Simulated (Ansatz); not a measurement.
## YTe, space group Fm-3m: a relaxation of the ions, step by step

Computed with the Ansatz DFT code, driven from Python.

The cells in order, each with its output:

```python
import json
import warnings

import ansatz
from ase import Atoms
from ase.data import atomic_numbers
import numpy as np
import spglib
```

```python
warnings.simplefilter("ignore", ansatz.DeckWarning)
```

```python
atoms = Atoms(
    ["Y", "Te"],
    scaled_positions=[
        [0.5, 0.5, 0.5],
        [0.0, 0.0, 0.0],
    ],
    cell=[
        [0.0, 3.04, 3.04],
        [3.04, 0.0, 3.04],
        [3.04, 3.04, 0.0],
    ],
    pbc=True,
)
atoms.rattle(stdev=0.075, seed=34)
cell = ansatz.Crystal.from_ase(atoms)
```

```python
calculation = (
    cell.calculation()
    .kpoints(5, center="gamma")
    .functional("pbesol")
    .pseudopotentials("paw")
    .occupations("Marzari-Vanderbilt", width=0.05)
    .basis(31 * ansatz.Ry)
    .relax(force_tolerance=0.02)
)
result = calculation.run(threads=1, events_out="events.ndjson")
with open("events.ndjson") as stream:
    events = [json.loads(line) for line in stream]
steps = [e["data"] for e in events if e["event"] == "relax_step"]
summary = result.report
```

    

```python
result.lattice.cell_ang
```

    array([[0.  , 3.04, 3.04],
           [3.04, 0.  , 3.04],
           [3.04, 3.04, 0.  ]])

```python
print("step   energy (eV)     max comp. (eV/A)  SCF")
for s in steps:
    print(f"{s['step']:4d} {s['lagrangian_ev']:15.5f} {s['allowed_force_max_ev_ang']:12.4f} {s['n_scf']:5d}")
```

    step   energy (eV)     max comp. (eV/A)  SCF
       1    -10699.33844       0.3194     4
       2    -10699.33821       0.3191     5
       3    -10699.35092       0.0025     5

```python
first, last = steps[0], steps[-1]
symbols = [site.symbol for site in result.lattice.sites]
print(f"energy gained {first['lagrangian_ev'] - last['lagrangian_ev']:.4f} eV in {len(steps) - 1} steps")
```

    energy gained 0.0125 eV in 2 steps

```python
print("relaxed fractional positions")
for site in result.lattice.sites:
    print(f"  {site.symbol:2s}", " ".join(f"{v % 1:8.5f}" for v in np.round(site.position_frac, 5)))

print("atom   start x y z (A)              end x y z (A)")
for symbol, a, b in zip(symbols, first["positions_ang"], last["positions_ang"]):
    print(f"{symbol:3s}", " ".join(f"{v:8.4f}" for v in a), "  ", " ".join(f"{v:8.4f}" for v in b))

fractions = [site.position_frac for site in result.lattice.sites]
numbers = [atomic_numbers[s] for s in symbols]
for tolerance in (1e-3, 1e-2, 1e-1):
    print(f"space group at {tolerance} A:", spglib.get_spacegroup((result.lattice.cell_ang, fractions, numbers), symprec=tolerance))
```

    relaxed fractional positions
      Y   0.47699  0.48792  0.50942
      Te  0.97710  0.98785  0.00936
    atom   start x y z (A)              end x y z (A)
    Y     3.0583   2.9840   2.9229      3.0319   2.9987   2.9333
    Te   -0.0348  -0.0264  -0.0961     -0.0085  -0.0412  -0.1065
    space group at 0.001 A: Fm-3m (225)
    space group at 0.01 A: Fm-3m (225)
    space group at 0.1 A: Fm-3m (225)

```python
moved = np.linalg.norm(np.array(last["positions_ang"]) - np.array(first["positions_ang"]), axis=1)
print("displacement by atom (A):", " ".join(f"{s}:{d:.3f}" for s, d in zip(symbols, moved)))
```

    displacement by atom (A): Y:0.032 Te:0.032

```python
print("%-22s %14.5f eV" % ("F = E - TS", summary["free_energy_ev"]))
print("%-22s %14.5f eV" % ("E", summary["internal_energy_ev"]))
print("%-22s %14.5f eV" % ("Harris-Foulkes", summary["harris_foulkes_ev"]))
print("%-22s %14.5f eV" % ("Fermi level", summary["fermi_energy_ev"]))
```

    F = E - TS               -10699.35092 eV
    E                        -10699.35001 eV
    Harris-Foulkes           -10699.35092 eV
    Fermi level                  12.44714 eV

Notes:
- Absolute energies stand on the zero of these potentials, so only differences at equal settings mean something. A total without «per atom» is that of the cell as typed.
- The mesh is modest for a metal, so energies can be off by several to tens of meV an atom and pressures by half a GPa or more; differences at equal mesh fare better.
- Only differences from the Fermi energy are physical; the zero of the scale is a convention.
- Energies along a relaxation are free energies. A last row that repeats the one before re-solves the same geometry more tightly.
- Of the deposited cell: the entry's cell lengths or inner coordinates differ somewhat from later room-temperature determinations.
- The structure is a deposited one; some such entries were measured under pressure or heat, so a shift against it needn't be the functional's error alone.
- Wall time of the script: 9.6 s on 1 thread of AMD EPYC 7R43 64-Core Processor (Zen 3) (shared host), peak memory 0.49 GiB.

(Lines on the test bed's own set-up are left out of the output.)
